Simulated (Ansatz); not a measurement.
# BeSnP2: how the settings move a single-point run

How sensitive is a single-point run of BeSnP2 to its settings? A reference run comes first, then one run with altered input. The cell is built on a prototype (ordering on zincblende) and needn't be the phase found in nature.

Method: reference: DFT, PBEsol, plane waves, PAW, in Ansatz 0.2.0.

4 further runs of the same task are left out: 4 that didn't finish.

## Step 1: The starting structure

It takes space group P-4m2 (No. 115, tetragonal). The conventional cell has a = 3.860 Å, b = 3.860 Å, c = 5.385 Å, α = 90.00°, β = 90.00°, γ = 90.00°. Be (site symmetry -4m2) is surrounded by 4 P at 2.22 Å. P (site symmetry 2mm) has 2 Be at 2.22 Å and 2 Sn at 2.50 Å as nearest neighbours. Sn (site symmetry -4m2) is surrounded by 4 P at 2.50 Å.

As a file:

```cif
data_structure
_symmetry_space_group_name_H-M 'P 1'
_symmetry_Int_Tables_number 1
_cell_length_a 3.8604
_cell_length_b 3.8604
_cell_length_c 5.3846
_cell_angle_alpha 90.000
_cell_angle_beta 90.000
_cell_angle_gamma 90.000
_cell_volume 80.24
loop_
_atom_site_label
_atom_site_type_symbol
_atom_site_fract_x
_atom_site_fract_y
_atom_site_fract_z
_atom_site_occupancy
Be1 Be 0.00000 0.00000 0.00000 1
P1 P 0.00000 0.50000 0.20434 1
Sn1 Sn 0.50000 0.50000 0.50000 1
P2 P 0.50000 0.00000 0.79566 1
```

## Step 2: Baseline

The input, input.yaml:

```yaml
crystal:
  lattice:
    - [3.8603581537, 0.0, 0.0]
    - [0.0, 3.8603581537, 0.0]
    - [0.0, 0.0, 5.3845528526]
  atoms:
    - { symbol: Be, position: [0.0, 0.0, 0.0] }
    - { symbol: P, position: [0.0, 0.5, 0.2043383488] }
    - { symbol: Sn, position: [0.5, 0.5, 0.5] }
    - { symbol: P, position: [0.5, 0.0, 0.7956616512] }
kpoints:
  mp_grid: { grid: [4, 4, 4] }
hamiltonian:
  xc: pbesol
scf:
  occupations: { method: fixed }
  n_extra_bands: 5
output:
  forces: true
  stress: true
  eigenvalues: true
```

Started as:

```console
> ansatz run input.yaml --threads 4 --pin off --max-ram 3686MiB --backend cpu --events-out ev --progress --plain --runs-dir out
```

## Step 3: A further run, with the input changed

Edit input.yaml of step 2 so:

```diff
@@ -17,2 +17,3 @@
   n_extra_bands: 5
+  max_iter: 52
 output:
@@ -21 +22,4 @@
   eigenvalues: true
+magnetization:
+  spin_polarized: true
+  initial_magnetization: 0.5
```

(Steps that only read results are left out.)

Q: Predict the outcome of this session. Wanted: for each run, ending; energy change.

As calculated:

| run | ending | energy change | cycles | time |
| --- | --- | --- | --- | --- |
| reference | converged | - | 7 | 1.8 s |
| 1: spin_polarized true, initial_magnetization 0.5 | refused | - | - | 0.15 s |

Residual by cycle in the longest SCF loop of each run; runs are numbered as in the table. The quantity is the density residual dr2, in eV.

```
cycle  reference
    1    0.00996
    2    0.00206
    3     4.2e-4
    4     5.6e-5
    5     5.4e-6
    6     1.3e-7
    7     5.8e-9
```

With the changed spin polarisation the run ends refused. 1 of the 1 altered inputs did not end normally.
